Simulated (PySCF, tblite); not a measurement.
# C5H10Si: a rotation path, then NMR shifts on frames, part 2 of 2

tblite 0.8.0 and PySCF 2.14.0. Atoms count from 0. The steps go on from the part before.

## Step 5: Shielding tensors: image 6, PBE0/pcSseg-1

What the job is given:

```
{"job": {"kind": "nmr", "xc": "PBE0", "basis": "pcSseg-1", "pop": false}, "charge": 0, "multiplicity": 1}
C     -2.571100    -0.115700    -0.141600
C     -1.466100    -0.269500     0.882100
C     -0.388100    -1.303500     0.714500
C     -0.027000    -0.072500     0.496200
C      0.988000     0.935000     0.179500
Si     2.746100     0.199500     0.196300
H     -3.433200    -0.726700     0.124000
H     -2.896000     0.923200    -0.197800
H     -2.220800    -0.422400    -1.125400
H     -1.776900    -0.000600     1.891800
H     -0.163400    -2.340000     0.771600
H      0.903000     1.744400     0.910800
H      0.760600     1.383600    -0.791800
H      2.897800    -0.757800    -0.901000
H      2.943300    -0.469700     1.482200
H      3.696300     1.301500     0.032000
```

With the program's defaults for keys left out, this is: GIAO PBE0/pcSseg-1 NMR shielding, non-relativistic, gas phase.

Output:

```text
coarse grid: 13256 points
cycle   1  E = -485.4698613358  dE =  6.346e-01  |g| = 3.833e-01  |ddm| = 3.553e+00
cycle   2  E = -485.4679999838  dE =  1.861e-03  |g| = 4.005e-01  |ddm| = 8.590e-01
cycle   3  E = -485.5109247771  dE = -4.292e-02  |g| = 3.215e-02  |ddm| = 4.876e-01
cycle   4  E = -485.5110410897  dE = -1.163e-04  |g| = 2.378e-02  |ddm| = 5.178e-02
cycle   5  E = -485.5111651050  dE = -1.240e-04  |g| = 7.402e-03  |ddm| = 2.821e-02
cycle   6  E = -485.5111771461  dE = -1.204e-05  |g| = 2.433e-03  |ddm| = 9.855e-03
cycle   7  E = -485.5111785910  dE = -1.445e-06  |g| = 3.004e-04  |ddm| = 2.484e-03
final grid: 121688 points
cycle   8  E = -485.5468380686  dE = -2.703e-05  |g| = 6.838e-03  |ddm| = 3.246e-02
cycle   9  E = -485.5468345796  dE =  3.489e-06  |g| = 7.761e-03  |ddm| = 1.597e-02
cycle  10  E = -485.5468504313  dE = -1.585e-05  |g| = 1.134e-03  |ddm| = 8.341e-03
cycle  11  E = -485.5468507323  dE = -3.010e-07  |g| = 2.393e-04  |ddm| = 1.288e-03
cycle  12  E = -485.5468507456  dE = -1.331e-08  |g| = 5.809e-05  |ddm| = 3.261e-04
cycle  13  E = -485.5468507463  dE = -6.798e-10  |g| = 2.009e-05  |ddm| = 7.862e-05
converged SCF energy = -485.5468507463

GIAO shielding tensors (ppm)
atom      isotropic    diamagn.    paramagn.     s11        s22        s33       span
  0 C      161.659     247.414     -85.755    134.132    160.808    190.037     55.905
  1 C      167.750     250.624     -82.873    126.006    140.408    236.838    110.832
  2 C       68.682     256.997    -188.316    -68.164     96.521    177.687    245.851
  3 C       48.125     258.873    -210.748    -91.562     66.696    169.241    260.803
  4 C      179.387     250.347     -70.960    160.500    184.908    192.753     32.252
  5 Si     422.950     878.641    -455.692    396.126    410.325    462.397     66.271
  6 H       30.003      28.523       1.480     26.087     27.809     36.114     10.028
  7 H       30.065      29.885       0.180     25.921     28.442     35.831      9.910
  8 H       31.674      30.363       1.312     28.551     29.812     36.660      8.109
  9 H       30.228      32.275      -2.047     23.652     28.474     38.558     14.906
 10 H       24.745      34.746     -10.001     20.644     25.222     28.369      7.725
 11 H       29.726      29.844      -0.118     24.673     28.206     36.298     11.625
 12 H       29.699      30.758      -1.059     24.933     27.964     36.200     11.267
 13 H       27.594      28.709      -1.115     24.401     25.963     32.419      8.019
 14 H       27.777      28.595      -0.818     24.491     26.366     32.473      7.982
 15 H       27.694      27.792      -0.097     24.277     25.423     33.383      9.106
```

Run time: 15 s. Hardware: 1 thread of Intel Xeon Platinum 8488C, shared host; peak memory 0.76 GiB.

This run: δ C3 138.8, C2 118.2, C0 25.3, C1 19.2, H10 6.97, H13 4.12 ppm.

## Step 6: Nuclear shieldings: image 7, PBE0/pcSseg-1

What the job is given:

```
{"job": {"kind": "nmr", "xc": "PBE0", "basis": "pcSseg-1", "pop": false}, "charge": 0, "multiplicity": 1}
C     -2.506500    -0.173000    -0.243000
C     -1.502600    -0.228100     0.889000
C     -0.398900    -1.248500     0.900600
C     -0.036200    -0.029500     0.625600
C      0.991200     0.968400     0.318200
Si     2.707300     0.175700     0.077800
H     -3.381900    -0.780000    -0.014300
H     -2.838400     0.852100    -0.407700
H     -2.060000    -0.544200    -1.163600
H     -1.913000     0.106000     1.842100
H     -0.165700    -2.272800     1.056900
H      1.017600     1.689100     1.141500
H      0.688600     1.536000    -0.566300
H      2.707100    -0.656100    -1.126700
H      2.996200    -0.641000     1.256800
H      3.687500     1.254700    -0.063400
```

Level: GIAO PBE0/pcSseg-1 NMR shielding, non-relativistic, gas phase.

Output:

```text
coarse grid: 13256 points
cycle   1  E = -485.4695523143  dE =  6.344e-01  |g| = 3.831e-01  |ddm| = 3.552e+00
cycle   2  E = -485.4677264870  dE =  1.826e-03  |g| = 4.002e-01  |ddm| = 8.575e-01
cycle   3  E = -485.5105814861  dE = -4.285e-02  |g| = 3.206e-02  |ddm| = 4.864e-01
cycle   4  E = -485.5106987945  dE = -1.173e-04  |g| = 2.356e-02  |ddm| = 5.141e-02
cycle   5  E = -485.5108201375  dE = -1.213e-04  |g| = 7.409e-03  |ddm| = 2.798e-02
cycle   6  E = -485.5108322162  dE = -1.208e-05  |g| = 2.421e-03  |ddm| = 9.840e-03
cycle   7  E = -485.5108336474  dE = -1.431e-06  |g| = 3.046e-04  |ddm| = 2.475e-03
final grid: 121688 points
cycle   8  E = -485.5470056961  dE = -2.683e-05  |g| = 6.872e-03  |ddm| = 3.144e-02
cycle   9  E = -485.5470020248  dE =  3.671e-06  |g| = 7.840e-03  |ddm| = 1.576e-02
cycle  10  E = -485.5470181160  dE = -1.609e-05  |g| = 1.180e-03  |ddm| = 8.295e-03
cycle  11  E = -485.5470184450  dE = -3.290e-07  |g| = 2.274e-04  |ddm| = 1.329e-03
cycle  12  E = -485.5470184570  dE = -1.197e-08  |g| = 5.761e-05  |ddm| = 3.074e-04
cycle  13  E = -485.5470184577  dE = -6.712e-10  |g| = 1.966e-05  |ddm| = 7.706e-05
converged SCF energy = -485.5470184577

GIAO shielding tensors (ppm)
atom      isotropic    diamagn.    paramagn.     s11        s22        s33       span
  0 C      161.761     247.475     -85.714    133.736    161.417    190.131     56.396
  1 C      167.837     250.564     -82.727    126.223    140.544    236.745    110.522
  2 C       68.750     257.078    -188.328    -68.709     96.716    178.244    246.952
  3 C       48.166     258.934    -210.768    -91.328     67.170    168.657    259.986
  4 C      179.663     250.146     -70.483    160.943    186.484    191.563     30.619
  5 Si     423.682     878.691    -455.008    398.531    410.209    462.307     63.776
  6 H       29.999      28.565       1.434     26.109     27.775     36.115     10.006
  7 H       30.052      29.966       0.086     25.933     28.414     35.811      9.878
  8 H       31.695      30.475       1.220     28.525     29.919     36.643      8.118
  9 H       30.206      32.134      -1.928     23.684     28.320     38.615     14.931
 10 H       24.737      34.710      -9.972     20.641     25.155     28.417      7.776
 11 H       29.843      29.355       0.488     24.985     27.752     36.791     11.806
 12 H       29.637      30.949      -1.312     24.706     28.307     35.899     11.194
 13 H       27.695      28.741      -1.046     24.490     26.060     32.536      8.046
 14 H       27.649      28.686      -1.036     24.315     26.292     32.341      8.027
 15 H       27.695      27.825      -0.130     24.287     25.419     33.380      9.093
```

It took 16 s on 1 thread of Intel Xeon Platinum 8488C, shared host; peak memory 0.76 GiB.

In short: δ C3 138.8, C2 118.2, C0 25.2, C1 19.1, H10 6.98, H14 4.07 ppm.

## Step 7: Shielding tensors: image 8, PBE0/pcSseg-1

What the job is given:

```
{"job": {"kind": "nmr", "xc": "PBE0", "basis": "pcSseg-1", "pop": false}, "charge": 0, "multiplicity": 1}
C     -2.420900    -0.200800    -0.337800
C     -1.534300    -0.199600     0.890100
C     -0.441200    -1.218500     1.053500
C     -0.047900    -0.012300     0.763500
C      0.997100     0.971300     0.468700
Si     2.657100     0.167200    -0.019400
H     -3.282500    -0.851700    -0.192000
H     -2.788400     0.803700    -0.545600
H     -1.865800    -0.553000    -1.205300
H     -2.039400     0.174500     1.781100
H     -0.232400    -2.237700     1.267900
H      1.134500     1.605300     1.350200
H      0.639100     1.633700    -0.324700
H      2.462900    -0.657100    -1.212400
H      3.141100    -0.656600     1.088000
H      3.613500     1.240600    -0.302300
```

With the program's defaults for keys left out, this is: GIAO PBE0/pcSseg-1 NMR shielding, non-relativistic, gas phase.

Output:

```text
coarse grid: 13256 points
cycle   1  E = -485.4699186708  dE =  6.303e-01  |g| = 3.824e-01  |ddm| = 3.550e+00
cycle   2  E = -485.4681143307  dE =  1.804e-03  |g| = 3.995e-01  |ddm| = 8.574e-01
cycle   3  E = -485.5107987512  dE = -4.268e-02  |g| = 3.132e-02  |ddm| = 4.855e-01
cycle   4  E = -485.5109276133  dE = -1.289e-04  |g| = 2.144e-02  |ddm| = 4.948e-02
cycle   5  E = -485.5110264314  dE = -9.882e-05  |g| = 7.029e-03  |ddm| = 2.595e-02
cycle   6  E = -485.5110371859  dE = -1.075e-05  |g| = 2.442e-03  |ddm| = 9.416e-03
cycle   7  E = -485.5110386447  dE = -1.459e-06  |g| = 3.190e-04  |ddm| = 2.487e-03
final grid: 121688 points
cycle   8  E = -485.5470456416  dE = -2.623e-05  |g| = 6.866e-03  |ddm| = 3.009e-02
cycle   9  E = -485.5470418713  dE =  3.770e-06  |g| = 7.854e-03  |ddm| = 1.623e-02
cycle  10  E = -485.5470581040  dE = -1.623e-05  |g| = 1.200e-03  |ddm| = 8.519e-03
cycle  11  E = -485.5470584465  dE = -3.425e-07  |g| = 2.165e-04  |ddm| = 1.347e-03
cycle  12  E = -485.5470584574  dE = -1.084e-08  |g| = 5.126e-05  |ddm| = 2.928e-04
cycle  13  E = -485.5470584579  dE = -5.217e-10  |g| = 1.835e-05  |ddm| = 6.889e-05
converged SCF energy = -485.5470584579

GIAO shielding tensors (ppm)
atom      isotropic    diamagn.    paramagn.     s11        s22        s33       span
  0 C      161.890     247.546     -85.656    133.680    161.715    190.274     56.595
  1 C      168.459     250.364     -81.905    126.446    140.883    238.048    111.602
  2 C       69.360     257.030    -187.670    -66.693     96.760    178.013    244.706
  3 C       48.596     258.465    -209.869    -90.753     67.552    168.989    259.743
  4 C      179.775     250.348     -70.573    162.226    184.893    192.207     29.981
  5 Si     423.565     878.683    -455.118    397.351    410.600    462.743     65.392
  6 H       30.012      28.640       1.372     26.059     27.860     36.119     10.060
  7 H       30.074      30.024       0.049     26.087     28.248     35.886      9.799
  8 H       31.732      30.648       1.084     28.385     30.236     36.574      8.189
  9 H       30.185      31.928      -1.743     23.679     28.160     38.718     15.039
 10 H       24.776      34.642      -9.866     20.737     25.199     28.392      7.655
 11 H       29.800      28.850       0.949     25.152     27.308     36.939     11.787
 12 H       29.541      31.174      -1.633     24.398     28.654     35.571     11.173
 13 H       27.811      28.811      -1.000     24.523     26.390     32.520      7.997
 14 H       27.600      28.619      -1.019     24.341     26.004     32.454      8.114
 15 H       27.700      27.850      -0.150     24.308     25.401     33.391      9.083
```

It took 16 s on 1 thread of Intel Xeon Platinum 8488C, shared host; peak memory 0.76 GiB.

Key values: δ C3 138.3, C2 117.6, C0 25.0, C1 18.5, H10 6.94, H14 4.12 ppm.

## Step 8: Side by side: NMR shifts

Shifts (ppm) of some atoms, chosen among heavy atoms and hydrogens apart, with basis size and wall time:

```tsv
frame	C3	C2	C1	C4	H13	H11	Si5	functions	time
image 0	135.7	113.3	16.9	10.7	3.65	2.21	-78.0	159	16 s
image 3	137.2	115.9	17.4	7.8	3.99	2.43	-73.9	159	16 s
image 6	138.8	118.2	19.2	7.5	4.12	1.99	-73.8	159	15 s
image 7	138.8	118.2	19.1	7.3	4.02	1.87	-74.5	159	16 s
image 8	138.3	117.6	18.5	7.1	3.91	1.92	-74.4	159	16 s
```

## Step 9: Summary of results

This closing draws on all 2 parts.

```
                                        quantity                                                           value
                                         barrier                              0.068 eV (1.6 kcal/mol) at image 6
                           end to end (GFN2-xTB)                                                        0.060 eV
 13C shifts against TMS (PBE0/pcSseg-1, image 0)                              135.7, 113.3, 25.0, 16.9, 10.7 ppm
  1H shifts against TMS (PBE0/pcSseg-1, image 0)  6.79, 4.03, 3.97, 3.65, 2.46, 2.21, 1.73, 1.64, 1.59, 0.03 ppm
29Si shifts against TMS (PBE0/pcSseg-1, image 0)                                                       -78.0 ppm
                        range of the shift of C2                                              113.3 to 118.2 ppm
```

What this shows: Along the band the dihedral turns by 128°, and the top (dihedral 166°) lies 1.6 kcal/mol above the start (GFN2-xTB, rough), so at room temperature this motion is fast. The top was not checked by a frequency run. Shifts at one fixed geometry are not the observed spectrum, which averages over the motion. In the first frame run (image 0): The widest tensor belongs to C3: span 265 ppm, with a paramagnetic part of -207 ppm. Across the 5 runs the shift of C2 moves most, between 113.3 (image 0) and 118.2 ppm (image 6).
